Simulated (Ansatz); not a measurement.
# CHFGa: the cost of one run

Program: Ansatz 0.2.0, Gaussian basis. Level of theory: UKS PBE0/def2-TZVP. These are calculated values, not measurements.

### Step 1. Where the work starts

4 atoms, charge 0, spin multiplicity 4.

Atoms are counted from 1 here; the program's logs count them from 0.

Bond lengths: F1–C2 1.335 Å, C2–Ga3 2.086 Å, C2–H4 1.085 Å. Angles: F1–C2–Ga3 116.8°, F1–C2–H4 113.2°, Ga3–C2–H4 130.0°.

Coordinates:

```xyz
4

F    -2.1467   -0.0254   -0.0011
C    -1.0783    0.7741    0.0079
Ga    0.7900   -0.1529   -0.0013
H    -1.3344    1.8282    0.0190
```

The start was built by rule and, where that kept it together, relaxed with GFN2-xTB. Sticks and bond lists go by distance. No spin-orbit coupling is included. 

### Step 2. The run

in.yaml

```yaml
crystal:
  periodic: [false, false, false]
  atoms:
    - {symbol: F, position_ang: [-2.146719, -0.025420, -0.001123]}
    - {symbol: C, position_ang: [-1.078284, 0.774122, 0.007863]}
    - {symbol: Ga, position_ang: [0.789986, -0.152855, -0.001324]}
    - {symbol: H, position_ang: [-1.334419, 1.828170, 0.019049]}
basis:
  gaussian: {orbitals: def2-TZVP}
magnetization: {spin_polarized: true, initial_magnetization: 3}
hamiltonian: {xc: pbe0}
relax: {f_tol: 0.004, max_steps: 80}
```

Started as:

```bash
$ ansatz run in.yaml --threads 1 --pin off --events-out ev --progress --plain --max-ram 2176MiB
```

Q: Estimate wall time and peak memory on 1 thread of Intel Xeon Platinum 8375C at 2.90GHz, shared host.

About 28 s, with a peak of 0.27 GiB.
